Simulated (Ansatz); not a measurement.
# C2H7NSn: up Jacob's ladder to CCSD(T)

One table from this session's results is given with a row withheld; the runs are named, their logs left out.

Computed with Ansatz 0.2.0, Gaussian basis. Level: functionals in def2-TZVPP, the program's frozen cores in correlated methods.

Plan: PBE-D4, r2SCAN-D4, PBE0-D4, B3LYP-D4, ωB97X-V, ωB97M-V, B2PLYP; CCSD(T)/def2-TZVPP; MP2/def2-QZVPP; extrapolation to the limit.

### The geometry

The geometry comes from an earlier relaxation with PBE0-D4 in a triple-zeta def2 set; it is a stationary point, not always the lowest conformer. Sn takes the def2 core potential; no spin-orbit term is included.

SMILES `C[C](=N)[SnH3]`, 11 atoms, charge 0, spin multiplicity 1.

Atoms are counted from 1 here; the program's logs count them from 0.

Bond lengths: C1–C2 1.495 Å, C1–H5 1.095 Å, C1–H6 1.092 Å, C1–H7 1.095 Å, C2–N3 1.265 Å, C2–Sn4 2.181 Å, N3–H8 1.020 Å, Sn4–H9 1.708 Å, Sn4–H10 1.708 Å, Sn4–H11 1.710 Å. Angles: C2–C1–H5 110.4°, C2–C1–H6 110.3°, C2–C1–H7 110.4°, H5–C1–H6 109.5°, H5–C1–H7 106.7°, H6–C1–H7 109.5°, C1–C2–N3 119.5°, C1–C2–Sn4 117.6°, N3–C2–Sn4 122.9°, C2–N3–H8 112.8°, C2–Sn4–H9 111.2°, C2–Sn4–H10 111.2°, C2–Sn4–H11 105.6°, H9–Sn4–H10 108.6°, H9–Sn4–H11 110.1°, H10–Sn4–H11 110.1°.

Coordinates:

```xyz
11
C2H7NSn
C     0.1796    1.2987    0.9707
C    -0.4569    0.0480    0.4551
N    -1.5089   -0.3889    1.0054
Sn    0.4939   -0.9463   -1.2374
H     1.2083    1.1008    1.2878
H    -0.3910    1.6943    1.8131
H     0.2335    2.0537    0.1800
H    -1.8548   -1.2452    0.5734
H     2.0875   -1.4295   -0.8560
H     0.5462    0.0753   -2.6056
H    -0.4722   -2.3179   -1.5660
```

Set-up of the first run:

Input file in.yaml:

```yaml
crystal:
  periodic: [false, false, false]
  atoms:
    - {symbol: C, position_ang: [0.179626, 1.298696, 0.970653]}
    - {symbol: C, position_ang: [-0.456871, 0.048031, 0.455122]}
    - {symbol: N, position_ang: [-1.508859, -0.388928, 1.005450]}
    - {symbol: Sn, position_ang: [0.493935, -0.946256, -1.237389]}
    - {symbol: H, position_ang: [1.208345, 1.100789, 1.287850]}
    - {symbol: H, position_ang: [-0.390975, 1.694341, 1.813086]}
    - {symbol: H, position_ang: [0.233471, 2.053691, 0.179999]}
    - {symbol: H, position_ang: [-1.854796, -1.245201, 0.573432]}
    - {symbol: H, position_ang: [2.087512, -1.429511, -0.855980]}
    - {symbol: H, position_ang: [0.546204, 0.075332, -2.605650]}
    - {symbol: H, position_ang: [-0.472190, -2.317884, -1.565973]}
basis:
  gaussian: {orbitals: def2-TZVPP}
hamiltonian: {xc: pbe, dispersion: d4}
output: {forces: true, orbitals: {seedname: orbitals}}
```

On the command line:

```
$ ansatz run in.yaml --threads 4 --pin off --events-out ev --progress --plain --max-ram 10444MiB
```

Steps of the session up to this table: PBE-D4 (GGA); r2SCAN-D4 (meta-GGA); PBE0-D4 (hybrid); B3LYP-D4 (hybrid); ωB97X-V (range-separated); ωB97M-V (range-separated); B2PLYP (double hybrid); CCSD(T) in def2-TZVPP; MP2 in def2-QZVPP.

One of the session's tables, all rows but one given; the rest of the session is left out.

```
            method  atomisation energy (kcal/mol)
            PBE-D4                          898.4
         r2SCAN-D4                          879.4
           PBE0-D4                          881.2
          B3LYP-D4                          883.3
           ωB97X-V                          886.0
           ωB97M-V                          883.0
            B2PLYP                          870.8
     HF/def2-TZVPP                              ?
    MP2/def2-TZVPP                          860.8
   CCSD/def2-TZVPP                          846.3
CCSD(T)/def2-TZVPP                          860.7
           MP2/CBS                          883.4
       CCSD(T)/CBS                          883.3
```

Estimate the missing values for HF/def2-TZVPP.

The run gave: atomisation energy (kcal/mol): 618.0. In the column «atomisation energy (kcal/mol)» it is the lowest.
